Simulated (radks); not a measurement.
# Co³⁺ in [Ar] 3d4 4p2: an all-electron calculation

Wanted: eigenvalues, radial structure and energy terms of the cobalt ion Co3+.

The numbers are computed with radks (a radial shooting solver on a logarithmic mesh, Libxc functionals) version 1 (non-relativistic Kohn-Sham, MS2 meta-GGA, spin-polarised, spherical densities, point nucleus; open shells are filled with parallel spins first), except any that are marked as measured or tabulated.

## Step 1: What is computed

| Item | Value |
| --- | --- |
| element | cobalt (Z = 27) |
| charge | +3 |
| electrons | 24 |
| configuration | [Ar] 3d4 4p2 |

Outer shells as boxes (Hund's rule):

Co³⁺
```
[Ar] core
3d [↑ ][↑ ][↑ ][↑ ][  ]
4p [↑ ][↑ ][  ]
```

## Step 2: Self-consistent calculation

Settings of this run:

```text
Z 27
configuration [Ar] 3d4 4p2 4s0 4d0
relativity non-relativistic
functional ms2,regtpss
spin polarised
nucleus point
```

Q: Predict the outcome of this run.

As calculated:

| quantity | value |
| --- | --- |
| total energy | -1378.56720 hartree |
| exchange-correlation share of it | 4.15 % |
| −T/E | 0.9993 |
| highest occupied level | 4p up, -31.449 eV |
| most extended occupied level | 4p up, <r> = 2.26 bohr |
| radius at density 0.001 e/bohr³ | 3.71 bohr |
| maxima of the radial density | 3 |

What this shows: 4 principal shells are occupied and 3 maxima appear in the radial density; where shells overlap, one shows as a shoulder or not at all. −T/E = 0.9993, near the virial value of 1. This is not the tabulated ground configuration, so its levels and sizes aren't those of the ground state, and no measured value stands beside it.
